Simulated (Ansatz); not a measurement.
# C₂H₉BSSi: a ladder of functionals and wavefunction methods

The task here is to estimate one member of a computed series from the others.

Method: functionals in def2-TZVPP, the program's frozen cores in correlated methods; program: Ansatz 0.2.0, Gaussian basis.

Plan: PBE-D4, r2SCAN-D4, PBE0-D4, B3LYP-D4, ωB97X-V, ωB97M-V, B2PLYP; CCSD(T)/def2-TZVPP; MP2/def2-QZVPP; extrapolation to the limit.

### The relaxed structure

An earlier PBE0-D4 in a triple-zeta def2 set relaxation fixed the geometry.

SMILES `BCSC[SiH3]`, 14 atoms, charge 0, spin multiplicity 1.

Atoms are counted from 1 here; the program's logs count them from 0.

Bond lengths: B1–C2 1.552 Å, B1–H6 1.195 Å, B1–H7 1.197 Å, C2–S3 1.795 Å, C2–H8 1.103 Å, C2–H9 1.097 Å, S3–C4 1.812 Å, C4–Si5 1.880 Å, C4–H10 1.094 Å, C4–H11 1.093 Å, Si5–H12 1.487 Å, Si5–H13 1.484 Å, Si5–H14 1.491 Å. Angles: C2–B1–H6 122.4°, C2–B1–H7 118.2°, H6–B1–H7 119.4°, B1–C2–S3 114.3°, B1–C2–H8 104.5°, B1–C2–H9 110.6°, S3–C2–H8 110.8°, S3–C2–H9 111.1°, H8–C2–H9 105.1°, C2–S3–C4 101.2°, S3–C4–Si5 111.3°, S3–C4–H10 109.9°, S3–C4–H11 106.1°, Si5–C4–H10 113.1°, Si5–C4–H11 109.3°, H10–C4–H11 106.8°, C4–Si5–H12 110.3°, C4–Si5–H13 109.2° and more.

The first run:

Contents of in.yaml:

```yaml
crystal:
  periodic: [false, false, false]
  atoms:
    - {symbol: B, position_ang: [-1.538504, 2.099516, 1.067385]}
    - {symbol: C, position_ang: [-1.070262, 0.822979, 0.319359]}
    - {symbol: S, position_ang: [-0.091570, -0.301292, 1.319264]}
    - {symbol: C, position_ang: [0.340061, -1.570201, 0.100426]}
    - {symbol: Si, position_ang: [1.733475, -0.994211, -1.021963]}
    - {symbol: H, position_ang: [-1.119570, 2.399386, 2.146044]}
    - {symbol: H, position_ang: [-2.321042, 2.820224, 0.519119]}
    - {symbol: H, position_ang: [-0.481390, 1.203388, -0.532566]}
    - {symbol: H, position_ang: [-1.925842, 0.306017, -0.133176]}
    - {symbol: H, position_ang: [-0.554188, -1.877544, -0.448761]}
    - {symbol: H, position_ang: [0.673150, -2.439652, 0.673849]}
    - {symbol: H, position_ang: [1.387911, 0.310893, -1.645743]}
    - {symbol: H, position_ang: [2.971212, -0.833321, -0.218773]}
    - {symbol: H, position_ang: [1.983659, -1.975481, -2.115665]}
basis:
  gaussian: {orbitals: def2-TZVPP}
hamiltonian: {xc: pbe, dispersion: d4}
output: {forces: true, orbitals: {seedname: orbitals}}
```

Launch:

```sh
ansatz run in.yaml --threads 4 --pin off --events-out ev --progress --plain --max-ram 10444MiB
```

Among the steps run: PBE-D4 (GGA); r2SCAN-D4 (meta-GGA); PBE0-D4 (hybrid); B3LYP-D4 (hybrid); ωB97X-V (range-separated); ωB97M-V (range-separated); B2PLYP (double hybrid); CCSD(T) in def2-TZVPP; MP2 in def2-QZVPP.

One of the session's tables, all rows but one given; the rest of the session is left out.

| method | atomisation energy (kJ/mol) |
| --- | --- |
| PBE-D4 | 4848.9 |
| r2SCAN-D4 | 4821.3 |
| PBE0-D4 | 4813.4 |
| B3LYP-D4 | ? |
| ωB97X-V | 4830.1 |
| ωB97M-V | 4828.1 |
| B2PLYP | 4747.8 |
| HF/def2-TZVPP | 3643.4 |
| MP2/def2-TZVPP | 4712.8 |
| CCSD/def2-TZVPP | 4627.9 |
| CCSD(T)/def2-TZVPP | 4683.4 |
| MP2/CBS | 4826.3 |
| CCSD(T)/CBS | 4796.9 |

Q: Estimate the row for B3LYP-D4 from the others.

As computed: atomisation energy (kJ/mol): 4810.9. In the column «atomisation energy (kJ/mol)» it lies between CCSD(T)/CBS (4796.9) and PBE0-D4 (4813.4).
